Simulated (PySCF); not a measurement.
**C4H5SSi−: electronic excitations and core binding energies**

Aim: predict the electronic excitations and core binding energies of C4H5SSi− (`[SiH2-]c1cccs1`).

The runs use PySCF 2.14.0, with density-fitted response routines of our own; the level of theory stands in each step. All values are computed, except where a source is named. Atoms are numbered from 0 throughout.

## Step 1: The molecule as given

11 atoms, charge -1, multiplicity 1; geometry from: GFN2-xTB.

Bonds of the start (Å): Si0–C1 1.83, C1–C2 1.38, C2–C3 1.40, C3–C4 1.36, C4–S5 1.74, S5–C1 1.76, Si0–H6 1.47, Si0–H7 1.47, C2–H8 1.08, C3–H9 1.08, C4–H10 1.07.

## Step 2: Excited states and response: CAM-B3LYP/def2-SVPD

What the job is given:

```
{"job": {"kind": "uv", "xc": "CAM-B3LYP", "basis": "def2-SVPD", "nstates": 8, "ntriplets": 3}, "charge": -1, "multiplicity": 1}
Si     2.435704    -0.122067    -0.320548
C      0.636322     0.117974    -0.097622
C     -0.292418    -0.756860     0.429104
C     -1.629872    -0.410287     0.199471
C     -1.773692     0.724048    -0.541838
S     -0.216411     1.385646    -0.965087
H      2.908854    -0.756187     0.922959
H      3.063972     1.203672    -0.344622
H      0.012933    -1.625496     0.994513
H     -2.473726    -0.977628     0.573112
H     -2.666241     1.219855    -0.875406
```

Level: TDDFT CAM-B3LYP/def2-SVPD, vertical, gas phase, core orbitals frozen in the response.

Launch:

```console
$ OMP_NUM_THREADS=1 python probes_run.py task.json out
```

This one command runs all jobs of the session in turn.

What it wrote:

```text
coarse grid: 10696 points
cycle   1  E = -842.5455808501  dE =  9.713e-01  |g| = 3.310e-01  |ddm| = 5.659e+00
cycle   2  E = -842.5601108711  dE = -1.453e-02  |g| = 3.280e-01  |ddm| = 2.771e+00
cycle   3  E = -842.5898149553  dE = -2.970e-02  |g| = 8.740e-02  |ddm| = 9.560e-01
cycle   4  E = -842.5918954101  dE = -2.080e-03  |g| = 2.679e-02  |ddm| = 2.451e-01
cycle   5  E = -842.5920884114  dE = -1.930e-04  |g| = 1.026e-02  |ddm| = 1.766e-01
cycle   6  E = -842.5921229284  dE = -3.452e-05  |g| = 2.675e-03  |ddm| = 7.253e-02
cycle   7  E = -842.5921266300  dE = -3.702e-06  |g| = 8.571e-04  |ddm| = 3.411e-02
final grid: 95368 points
cycle   8  E = -842.6985021371  dE = -1.696e-05  |g| = 2.284e-03  |ddm| = 7.170e-02
cycle   9  E = -842.6985020054  dE =  1.317e-07  |g| = 2.494e-03  |ddm| = 1.154e-02
cycle  10  E = -842.6985037138  dE = -1.708e-06  |g| = 2.276e-04  |ddm| = 6.207e-03
cycle  11  E = -842.6985037308  dE = -1.697e-08  |g| = 1.212e-04  |ddm| = 1.681e-03
cycle  12  E = -842.6985037357  dE = -4.900e-09  |g| = 4.998e-05  |ddm| = 7.713e-04
cycle  13  E = -842.6985037367  dE = -9.529e-10  |g| = 1.506e-05  |ddm| = 2.522e-04
converged SCF energy = -842.6985037367

Static polarisability (au): isotropic 129.755, principal 88.433 113.986 186.846

Singlet excitations
state   eV       nm        f      main configurations
  1   2.8196    439.7   0.20234   H->L+1 0.84, H->L 0.10
  2   3.0324    408.9   0.01727   H->L 0.83, H->L+1 0.11
  3   3.2411    382.5   0.02886   H->L+3 0.69, H->L+2 0.14
  4   3.6326    341.3   0.01093   H->L+2 0.70, H->L+3 0.17
  5   3.7152    333.7   0.06440   H->L+4 0.59, H->L+7 0.28
  6   4.1840    296.3   0.01483   H->L+5 0.59, H->L+9 0.20
  7   4.2463    292.0   0.02299   H->L+6 0.46, H->L+7 0.21, H->L+5 0.12
  8   4.3162    287.3   0.00932   H->L+7 0.40, H->L+4 0.26, H->L+6 0.16

Triplet excitations (Tamm-Dancoff, eV): 1.9153 2.9504 3.0425
```

It took 26 s on 1 thread of Intel Xeon, shared host; peak memory 0.74 GiB.

The orbitals next to the gap, with their largest atomic shares:

```
orbital     eV                       atoms
 HOMO−3  -5.47  Si0 39 %, H6 28 %, H7 21 %
 HOMO−2  -4.39   S5 42 %, C3 22 %, C2 11 %
 HOMO−1  -4.10   C1 28 %, C4 22 %, C2 20 %
   HOMO  -0.60   Si0 53 %, C1 11 %, H7 9 %
   LUMO   4.36   S5 68 %, H10 10 %, C3 5 %
 LUMO+1   4.62   S5 24 %, C1 19 %, C4 17 %
 LUMO+2   5.07   S5 30 %, C3 24 %, H9 22 %
```

With each of the 8 states as a Gaussian band of 0.4 eV half-width at 1/e, the curve within the window shown has maxima at 434 nm (ε 9,200), 342 nm (ε 3,800) L/(mol cm). Beyond the last state computed it falls off for lack of states. The curve at chosen wavelengths:

| nm | ε (L/mol/cm) |
| --- | --- |
| 269 | 815 |
| 281 | 1679 |
| 292 | 2354 |
| 304 | 2876 |
| 315 | 3293 |
| 327 | 3653 |
| 339 | 3790 |
| 350 | 3793 |
| 362 | 3942 |
| 373 | 4432 |
| 385 | 5409 |
| 397 | 6678 |
| 408 | 7830 |
| 420 | 8776 |
| 431 | 9177 |
| 443 | 9046 |
| 455 | 8393 |
| 466 | 7475 |
| 478 | 6296 |
| 489 | 5189 |
| 501 | 4063 |
| 513 | 3086 |
| 524 | 2344 |
| 536 | 1701 |
| 547 | 1248 |
| 559 | 877 |

Further results of this job:

```
           property  computed
polarisability (Å³)     19.23
 HOMO–LUMO gap (eV)      4.96
      −ε(HOMO) (eV)      0.60
```

## Step 3: Core holes by ΔSCF: SCAN, X2C

Settings changed since step 2:

```diff
@@ -1,2 +1,2 @@
-{"job": {"kind": "uv", "xc": "CAM-B3LYP", "basis": "def2-SVPD", "nstates": 8, "ntriplets": 3}, "charge": -1, "multiplicity": 1}
+{"job": {"kind": "xps"}, "charge": -1, "multiplicity": 1}
 Si     2.435704    -0.122067    -0.320548
```

Level: delta-SCF UKS SCAN, pcX-2 on the ionised atom, pcseg-1 elsewhere, spin-free X2C.

What it wrote:

```text
ground state, core basis on atom 0 (Si), 159 functions
  cycle   1  E = -844.57447048  |g| = 5.33e-01
  cycle   2  E = -844.40070549  |g| = 9.30e-01
  cycle   3  E = -844.65555966  |g| = 2.27e-01
  cycle   4  E = -844.66986764  |g| = 7.56e-02
  cycle   5  E = -844.67078714  |g| = 4.72e-02
  cycle   6  E = -844.67159869  |g| = 1.17e-02
  cycle   7  E = -844.67163699  |g| = 5.11e-03
  cycle   8  E = -844.67164156  |g| = 1.19e-03
  cycle   9  E = -844.67164596  |g| = 7.01e-04
  cycle  10  E = -844.67164282  |g| = 1.84e-04
  E(ground) = -844.68379085 Eh
hole in Si 1s of atom 0
  cycle   1  E = -775.98414255  |g| = 4.35e+00
  cycle   2  E = -776.01974552  |g| = 2.14e+00
  cycle   3  E = -774.96839061  |g| = 1.49e+00
  cycle   4  E = -776.68771335  |g| = 7.33e-01
  cycle   5  E = -777.01806837  |g| = 2.90e-01
  cycle   6  E = -777.05105250  |g| = 1.72e-01
  cycle   7  E = -777.06638631  |g| = 6.46e-02
  cycle   8  E = -777.06857539  |g| = 2.26e-02
  cycle   9  E = -777.06887619  |g| = 7.06e-03
  cycle  10  E = -777.06890344  |g| = 3.72e-03
  cycle  11  E = -777.06891005  |g| = 7.02e-04
  cycle  12  E = -777.06891008  |g| = 3.10e-04
  E(ion) = -777.08935262 Eh   <S^2> = 0.7521   hole on atom = 1.000   binding energy = 1839.338 eV
hole in Si 2p of atom 0
  cycle   1  E = -840.64190090  |g| = 1.24e+00
  cycle   2  E = -840.42887917  |g| = 1.14e+00
  cycle   3  E = -840.79818266  |g| = 5.40e-01
  cycle   4  E = -840.96408031  |g| = 2.17e-01
  cycle   5  E = -840.98742021  |g| = 8.43e-02
  cycle   6  E = -840.99113222  |g| = 3.02e-02
  cycle   7  E = -840.99153682  |g| = 1.53e-02
  cycle   8  E = -840.99168013  |g| = 4.33e-03
  cycle   9  E = -840.99169130  |g| = 1.20e-03
  cycle  10  E = -840.99169249  |g| = 4.92e-04
  E(ion) = -841.01580780 Eh   <S^2> = 0.7526   hole on atom = 1.003   binding energy = 99.811 eV
  2p3/2 = 99.660 eV   2p1/2 = 100.288 eV
ground state, core basis on atom 1 (C), 148 functions
  cycle   1  E = -844.58038946  |g| = 6.29e-02
  cycle   2  E = -844.57977730  |g| = 4.37e-02
  cycle   3  E = -844.57978195  |g| = 4.49e-02
  cycle   4  E = -844.58066192  |g| = 1.43e-02
  cycle   5  E = -844.58071023  |g| = 5.12e-03
  cycle   6  E = -844.58071976  |g| = 6.65e-04
  cycle   7  E = -844.58071934  |g| = 2.91e-04
  E(ground) = -844.63530603 Eh
hole in C 1s of atom 1
  cycle   1  E = -833.48081630  |g| = 1.53e+00
  cycle   2  E = -830.92584514  |g| = 2.56e+00
  cycle   3  E = -833.73152453  |g| = 7.19e-01
  cycle   4  E = -833.75174399  |g| = 6.14e-01
  cycle   5  E = -833.99263313  |g| = 3.29e-01
  cycle   6  E = -834.00992564  |g| = 2.94e-01
  cycle   7  E = -834.08175510  |g| = 1.13e-01
  cycle   8  E = -834.09125840  |g| = 6.09e-02
  cycle   9  E = -834.09387746  |g| = 1.35e-02
  cycle  10  E = -834.09404981  |g| = 6.05e-03
  cycle  11  E = -834.09414025  |g| = 4.79e-03
  cycle  12  E = -834.09416136  |g| = 4.86e-03
  cycle  13  E = -834.09405181  |g| = 3.12e-03
  cycle  14  E = -834.09391044  |g| = 2.83e-03
  cycle  15  E = -834.09389283  |g| = 2.89e-03
  cycle  16  E = -834.09389529  |g| = 9.65e-04
  cycle  17  E = -834.09389317  |g| = 5.93e-04
  cycle  18  E = -834.09389409  |g| = 1.04e-03
  cycle  19  E = -834.09389335  |g| = 1.41e-04
  E(ion) = -834.14856702 Eh   <S^2> = 0.8011   hole on atom = 1.000   binding energy = 285.359 eV
ground state, core basis on atom 2 (C), 148 functions
  cycle   1  E = -844.58028924  |g| = 5.90e-02
  cycle   2  E = -844.58001219  |g| = 3.84e-02
  cycle   3  E = -844.57989330  |g| = 4.25e-02
  cycle   4  E = -844.58035088  |g| = 1.25e-02
  cycle   5  E = -844.58040007  |g| = 1.62e-03
  cycle   6  E = -844.58040367  |g| = 4.70e-04
  E(ground) = -844.63462659 Eh
hole in C 1s of atom 2
  cycle   1  E = -833.50373939  |g| = 1.53e+00
  cycle   2  E = -831.93001779  |g| = 2.19e+00
  cycle   3  E = -833.81397514  |g| = 6.65e-01
  cycle   4  E = -833.85233620  |g| = 6.09e-01
  cycle   5  E = -834.09320525  |g| = 1.47e-01
  cycle   6  E = -834.09385088  |g| = 1.40e-01
  cycle   7  E = -834.10888951  |g| = 3.06e-02
  cycle   8  E = -834.10945412  |g| = 1.55e-02
  cycle   9  E = -834.10965165  |g| = 4.04e-03
  cycle  10  E = -834.10968534  |g| = 2.70e-03
  cycle  11  E = -834.10971164  |g| = 2.03e-03
  cycle  12  E = -834.10973058  |g| = 1.77e-03
  cycle  13  E = -834.10974329  |g| = 1.04e-03
  cycle  14  E = -834.10975208  |g| = 7.32e-04
  cycle  15  E = -834.10975530  |g| = 2.74e-04
  E(ion) = -834.16333561 Eh   <S^2> = 0.8106   hole on atom = 1.000   binding energy = 284.938 eV
ground state, core basis on atom 3 (C), 148 functions
  cycle   1  E = -844.58014616  |g| = 6.08e-02
  cycle   2  E = -844.57974540  |g| = 4.49e-02
  cycle   3  E = -844.57984245  |g| = 3.80e-02
  cycle   4  E = -844.58023373  |g| = 1.53e-02
  cycle   5  E = -844.58031650  |g| = 1.90e-03
  cycle   6  E = -844.58031991  |g| = 5.23e-04
  cycle   7  E = -844.58031967  |g| = 1.23e-04
  E(ground) = -844.63451525 Eh
hole in C 1s of atom 3
  cycle   1  E = -833.48247647  |g| = 1.52e+00
  cycle   2  E = -831.56120153  |g| = 2.26e+00
  cycle   3  E = -833.51002973  |g| = 8.73e-01
  cycle   4  E = -833.38199121  |g| = 8.66e-01
  cycle   5  E = -833.96121392  |g| = 3.68e-01
  cycle   6  E = -834.05723931  |g| = 1.79e-01
  cycle   7  E = -834.07787874  |g| = 3.49e-02
  cycle   8  E = -834.07681287  |g| = 3.98e-02
  cycle   9  E = -834.07859450  |g| = 1.15e-02
  cycle  10  E = -834.07868524  |g| = 6.59e-03
  cycle  11  E = -834.07874029  |g| = 2.52e-03
  cycle  12  E = -834.07876954  |g| = 2.85e-03
  cycle  13  E = -834.07875376  |g| = 2.96e-03
  cycle  14  E = -834.07873410  |g| = 2.37e-03
  cycle  15  E = -834.07867591  |g| = 2.71e-03
  cycle  16  E = -834.07868322  |g| = 7.91e-04
  cycle  17  E = -834.07868157  |g| = 3.92e-04
  E(ion) = -834.13227537 Eh   <S^2> = 0.7769   hole on atom = 1.000   binding energy = 285.781 eV
ground state, core basis on atom 4 (C), 148 functions
  cycle   1  E = -844.58045184  |g| = 6.07e-02
  cycle   2  E = -844.58015098  |g| = 4.22e-02
  cycle   3  E = -844.58019314  |g| = 3.87e-02
  cycle   4  E = -844.58054314  |g| = 1.39e-02
  cycle   5  E = -844.58061047  |g| = 2.05e-03
  cycle   6  E = -844.58060679  |g| = 7.14e-04
  cycle   7  E = -844.58060841  |g| = 1.03e-04
  E(ground) = -844.63491786 Eh
hole in C 1s of atom 4
  cycle   1  E = -833.47018327  |g| = 1.52e+00
  cycle   2  E = -830.71879865  |g| = 2.61e+00
  cycle   3  E = -833.69793367  |g| = 7.00e-01
  cycle   4  E = -833.51207711  |g| = 7.82e-01
  cycle   5  E = -834.03441748  |g| = 2.68e-01
  cycle   6  E = -834.06972370  |g| = 1.71e-01
  cycle   7  E = -834.08452215  |g| = 9.31e-02
  cycle   8  E = -834.09124733  |g| = 2.60e-02
  cycle   9  E = -834.09199476  |g| = 7.96e-03
  cycle  10  E = -834.09217798  |g| = 7.03e-03
  cycle  11  E = -834.09231678  |g| = 6.49e-03
  cycle  12  E = -834.09250151  |g| = 6.37e-03
  cycle  13  E = -834.09273789  |g| = 6.72e-03
  cycle  14  E = -834.09297944  |g| = 7.09e-03
  cycle  15  E = -834.09298619  |g| = 4.20e-03
  cycle  16  E = -834.09302550  |g| = 4.27e-03
  cycle  17  E = -834.09304345  |g| = 1.21e-03
  cycle  18  E = -834.09304784  |g| = 7.90e-04
  cycle  19  E = -834.09305035  |g| = 4.42e-04
  E(ion) = -834.14736136 Eh   <S^2> = 0.9932   hole on atom = 1.000   binding energy = 285.381 eV
ground state, core basis on atom 5 (S), 159 functions
  cycle   1  E = -844.72809119  |g| = 4.05e-01
  cycle   2  E = -844.72746214  |g| = 6.24e-02
  cycle   3  E = -844.72397286  |g| = 1.22e-01
  cycle   4  E = -844.72834374  |g| = 2.09e-02
  cycle   5  E = -844.72849105  |g| = 1.02e-02
  cycle   6  E = -844.72852138  |g| = 2.50e-03
  cycle   7  E = -844.72852190  |g| = 4.02e-04
  E(ground) = -844.76845455 Eh
hole in S 1s of atom 5
  cycle   1  E = -752.62900643  |g| = 5.08e+00
  cycle   2  E = -751.06435178  |g| = 2.82e+00
  cycle   3  E = -745.01598648  |g| = 2.85e+00
  cycle   4  E = -753.50486153  |g| = 6.39e-01
  cycle   5  E = -752.90543226  |g| = 1.14e+00
  cycle   6  E = -753.83419399  |g| = 1.83e-01
  cycle   7  E = -753.78159021  |g| = 3.03e-01
  cycle   8  E = -753.86066031  |g| = 8.30e-02
  cycle   9  E = -753.86512339  |g| = 2.35e-02
  cycle  10  E = -753.86536032  |g| = 1.03e-02
  cycle  11  E = -753.86548952  |g| = 1.87e-03
  cycle  12  E = -753.86549278  |g| = 9.84e-04
  cycle  13  E = -753.86549242  |g| = 5.07e-04
  cycle  14  E = -753.86549354  |g| = 3.73e-04
  E(ion) = -753.89730484 Eh   <S^2> = 0.7522   hole on atom = 1.000   binding energy = 2472.730 eV
hole in S 2p of atom 5
  cycle   1  E = -838.18296407  |g| = 1.53e+00
  cycle   2  E = -836.44458167  |g| = 2.07e+00
  cycle   3  E = -838.06138381  |g| = 8.95e-01
  cycle   4  E = -838.59100866  |g| = 3.10e-01
  cycle   5  E = -838.59858376  |g| = 2.81e-01
  cycle   6  E = -838.63674431  |g| = 1.17e-01
  cycle   7  E = -838.64319003  |g| = 5.41e-02
  cycle   8  E = -838.64487887  |g| = 3.98e-02
  cycle   9  E = -838.64631517  |g| = 5.92e-03
  cycle  10  E = -838.64634175  |g| = 2.38e-03
  cycle  11  E = -838.64634702  |g| = 7.74e-04
  cycle  12  E = -838.64634822  |g| = 5.12e-04
  cycle  13  E = -838.64634808  |g| = 3.12e-04
  E(ion) = -838.69148608 Eh   <S^2> = 0.7554   hole on atom = 1.001   binding energy = 165.363 eV
  2p3/2 = 164.816 eV   2p1/2 = 166.054 eV
```

Run time: 59 s. Hardware: 1 thread of Intel Xeon, shared host; peak memory 0.51 GiB.

Binding energies by hole, beside the orbital energy of the ground state; the difference holds orbital relaxation and, for a density functional, its self-interaction error:

```
       hole  stands for                                          environment  ΔSCF (eV; 2p as the shell's mean)  −ε (eV)   ⟨S²⟩
Si1s on Si0         Si0                             silicon bonded to C, 2 H                            1839.34   1786.9  0.752
Si2p on Si0         Si0                             silicon bonded to C, 2 H                              99.87     89.8  0.753
  C1s on C1          C1  substituted aromatic carbon next to the ring sulfur                             285.36    269.7  0.801
  C1s on C2          C2                                          aromatic CH                             284.94    269.1  0.811
  C1s on C3          C3                                          aromatic CH                             285.78    269.6  0.777
  C1s on C4          C4                  aromatic CH next to the ring sulfur                  285.38 (doubtful)    270.0  0.993
  S1s on S5          S5                                 aromatic ring sulfur                            2472.73   2411.2  0.752
  S2p on S5          S5                                 aromatic ring sulfur                             165.23    154.2  0.755
```

Doubtful: the ion did not converge, its hole moved, or its ⟨S²⟩ is well above 0.75.

With the spin-orbit splitting: Si0 2p3/2 99.66, 2p1/2 100.29 eV; S5 2p3/2 164.82, 2p1/2 166.05 eV. The table gives each 2p level as the mean over the whole 2p shell (two parts 2p3/2, one part 2p1/2), which differs a little from the single hole in the log.

## Step 4: What came out

```
                                                    quantity                               value
                        lowest singlet (CAM-B3LYP/def2-SVPD)         2.82 eV (440 nm), f = 0.202
                                              lowest triplet                             1.92 eV
C1s binding energies, SCAN/pcX-2 (standing for 3 of 4 atoms)  C3 285.78, C1 285.36, C2 284.94 eV
                           Si1s binding energies, SCAN/pcX-2                      Si0 1839.34 eV
                           Si2p binding energies, SCAN/pcX-2                        Si0 99.87 eV
                            S1s binding energies, SCAN/pcX-2                       S5 2472.73 eV
                            S2p binding energies, SCAN/pcX-2                        S5 165.23 eV
```

**Reading.** The first singlet state (HOMO→LUMO+1 0.84, HOMO→LUMO 0.10) lies at 2.82 eV and is bright. State 1 absorbs in the visible (440 nm). The lowest triplet lies 0.90 eV below the lowest singlet (triplets in Tamm-Dancoff, singlets in full TDDFT). The lowest singlet lies above −ε(HOMO); no detachment energy was computed, so the anion's states may not be bound. C3 (aromatic CH) binds its C1s electron 0.84 eV more tightly than C2 (aromatic CH). Only 3 of the 4 C atoms are covered by sound results.
